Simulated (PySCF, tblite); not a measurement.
# C₇H₁₁S radical: geometry, infrared bands and EPR parameters

Aim: predict the infrared bands and EPR parameters of C₇H₁₁S radical (`CSC[C@@H]1C[C@@H]2C[C]12`).

Computed with tblite 0.8.0 and PySCF 2.14.0, with density-fitted response routines of our own, on a single molecule in the gas phase. Atoms count from 0, in the outputs and in this text.

### 1 The molecule as given

19 atoms, charge 0, multiplicity 2; geometry from: force field or distance geometry start.

Bonds of the start (Å): C0–S1 1.83, S1–C2 1.81, C2–C3 1.50, C3–C4 1.51, C4–C5 1.50, C5–C6 1.50, C6–C7 1.51, C7–C3 1.49, C7–C5 1.53, C0–H8 1.11, C0–H9 1.11, C0–H10 1.12, C2–H11 1.12, C2–H12 1.12, C3–H13 1.11, C4–H14 1.12, C4–H15 1.10, C5–H16 1.09, C6–H17 1.10, C6–H18 1.12.

### 2 Geometry optimisation with GFN2-xTB

What the job is given:

```
{"job": {"kind": "relax", "xc": "GFN2-xTB", "basis": "xTB"}, "charge": 0, "multiplicity": 2}
C      3.270900    -0.131300     0.276500
S      2.029700    -0.167100    -1.068300
C      0.642900     0.921900    -0.661200
C     -0.266100     0.218600     0.294900
C     -0.793400    -1.091300    -0.250900
C     -2.146300    -0.664900     0.229300
C     -2.734500     0.491000    -0.523200
C     -1.642900     0.763000     0.481500
H      3.989500    -0.964000     0.147600
H      3.752200     0.864800     0.297300
H      2.770600    -0.253700     1.274100
H      0.062700     1.064900    -1.614000
H      0.976900     1.918200    -0.284900
H      0.217800     0.024700     1.278600
H     -0.810400    -1.126500    -1.374700
H     -0.387000    -2.003500     0.214800
H     -2.681600    -1.197000     1.016000
H     -2.529800     0.448600    -1.602800
H     -3.730800     0.892900    -0.207800
```

On the command line:

```bash
$ OMP_NUM_THREADS=1 python probes_run.py task.json out
```

One launch serves the whole session: the jobs run in the order shown.

**Question.** This job is followed by: GFN2-xTB harmonic vibrations, gas phase; UKS B3LYP, pcH-1 on C H S, non-relativistic, mean-field spin-orbit, GIAO. Predict these results of the whole session: strongest single infrared mode (GFN2-xTB); zero-point energy (GFN2-xTB); g(iso) (B3LYP); ⟨S²⟩; largest a(iso) (averaged by class); potential on the surface of density 0.002 e/bohr³, 1st and 99th percentile.

As calculated:

| quantity | value |
| --- | --- |
| strongest single infrared mode (GFN2-xTB) | 3023 cm⁻¹, 63 km/mol |
| zero-point energy (GFN2-xTB) | 99.0 kcal/mol |
| g(iso) (B3LYP) | 2.00306 |
| ⟨S²⟩ | 0.752 (exact 0.75) |
| largest a(iso) (averaged by class) | 13C on C7, 386.6 MHz |
| potential on the surface of density 0.002 e/bohr³, 1st and 99th percentile | -1.02 V and 0.88 V |

**Reading.** Over 82 steps the energy fell by 0.800 eV; of the close pairs, C5–C7 changed most, 1.535 to 1.492 Å. No mode is imaginary among the 51: a minimum at this level. GFN2-xTB is a fitted tight-binding method: band positions and strengths are rough. Its intensities can rank the bands wrongly. Most of the unpaired spin sits on C7 (0.85 e). The isotropic g lies 0.7 ppt above the free-electron value. These values are for one conformer; the search (at its own cheap level) found 2 more, at 1.29, 2.45 kcal/mol, and measured spectra average over such forms.
